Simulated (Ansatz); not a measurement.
**As2Se: tests of the settings**

One table from this session's results is given with a row withheld; the runs are named, their logs left out.

Computed with Ansatz 0.2.0 (DFT PBEsol, scalar-relativistic, plane waves, PAW, unless a step's input says otherwise).

1 further run of the same task is left out (set aside as unsound or not needed). Runs told in other sessions of the task aren't counted.

### The starting structure

The structure is tetragonal, space group I4_1/amd (No. 141). The conventional cell has a = 7.059 Å, b = 7.059 Å, c = 5.307 Å, α = 90.00°, β = 90.00°, γ = 90.00°. As (site symmetry 2/m) has 2 Se at 2.66 Å and 4 As at 2.83 Å in its first shell of neighbours. Se (site symmetry -4m2) is surrounded by 4 As at 2.66 Å.

Coordinates:

```
As Se
1.0
    -3.52942    3.52942    2.65357
     3.52942   -3.52942    2.65357
     3.52942    3.52942   -2.65357
As Se
4 2
Direct
  0.87500 0.12500 0.75000
  0.37500 0.12500 0.25000
  0.87500 0.62500 0.75000
  0.87500 0.12500 0.25000
  0.50000 0.50000 0.00000
  0.25000 0.75000 0.50000
```

Source of the structure: the Materials Project (structure only). It is taken as it stands there.

### The base input

input.yaml

```yaml
crystal:
  lattice:
    - [-3.529418, 3.529418, 2.653571]
    - [3.529418, -3.529418, 2.653571]
    - [3.529418, 3.529418, -2.653571]
  atoms:
    - { symbol: As, position: [0.875, 0.125, 0.75] }
    - { symbol: As, position: [0.375, 0.125, 0.25] }
    - { symbol: As, position: [0.875, 0.625, 0.75] }
    - { symbol: As, position: [0.875, 0.125, 0.25] }
    - { symbol: Se, position: [0.5, 0.5, 0.0] }
    - { symbol: Se, position: [0.25, 0.75, 0.5] }
basis:
  ecutwfc: 420
kpoints:
  mp_grid: { grid: [8, 8, 8] }
hamiltonian:
  xc: pbesol
scf:
  occupations: { method: gaussian, width: 0.1 }
output:
  forces: true
  stress: true
  eigenvalues: true
  populations: true
  write_density: true
  write_potential: true
  elf: true
  volumetric_format: npy
```

Its results, from an earlier run: -5016.6918 eV/atom at zero smearing, pressure -3.47 GPa, largest force 0.000 eV/Å, no gap on the mesh, in 7 SCF cycles and 41 s.

Set-up of the first run:

input.yaml

```yaml
crystal:
  lattice:
    - [-3.529418, 3.529418, 2.653571]
    - [3.529418, -3.529418, 2.653571]
    - [3.529418, 3.529418, -2.653571]
  atoms:
    - { symbol: As, position: [0.875, 0.125, 0.75] }
    - { symbol: As, position: [0.375, 0.125, 0.25] }
    - { symbol: As, position: [0.875, 0.625, 0.75] }
    - { symbol: As, position: [0.875, 0.125, 0.25] }
    - { symbol: Se, position: [0.5, 0.5, 0.0] }
    - { symbol: Se, position: [0.25, 0.75, 0.5] }
basis:
  ecutwfc: 420
kpoints:
  mp_grid: { grid: [1, 1, 1] }
hamiltonian:
  xc: pbesol
scf:
  occupations: { method: gaussian, width: 0.1 }
output:
  forces: true
  stress: true
  eigenvalues: true
```

On the command line:

```console
> ansatz run input.yaml --threads 1 --pin off --max-ram 2560MiB --backend cpu --events-out ev --progress --plain --runs-dir out
```

Steps of the session up to this table: K-point mesh: 1×1×1; K-point mesh: 2×2×2; K-point mesh set to 4×4×4; K-point mesh set to 6×6×6; K-point mesh: 10×10×10; K-point mesh set to 12×12×12.

One table of the session follows, with a row left open; its other results are not shown here.

```
    mesh  ΔE (meV/atom)  pressure (GPa)
   1×1×1          -1809          -19.33
   2×2×2            323           -3.62
   4×4×4           42.3           -3.83
   6×6×6           10.5           -3.55
   8×8×8           2.47           -3.47
10×10×10              ?               ?
12×12×12           0.00           -3.39
```

Q: Estimate the row for 10×10×10 from the others.

The run gave: ΔE (meV/atom): 0.75; pressure (GPa): -3.41. In the column «ΔE (meV/atom)» it lies between 12×12×12 (0.00) and 8×8×8 (2.47).

Limits of these values: The error changes sign along the series, since a k mesh isn't variational, and a metal needs dense meshes to resolve its Fermi surface.
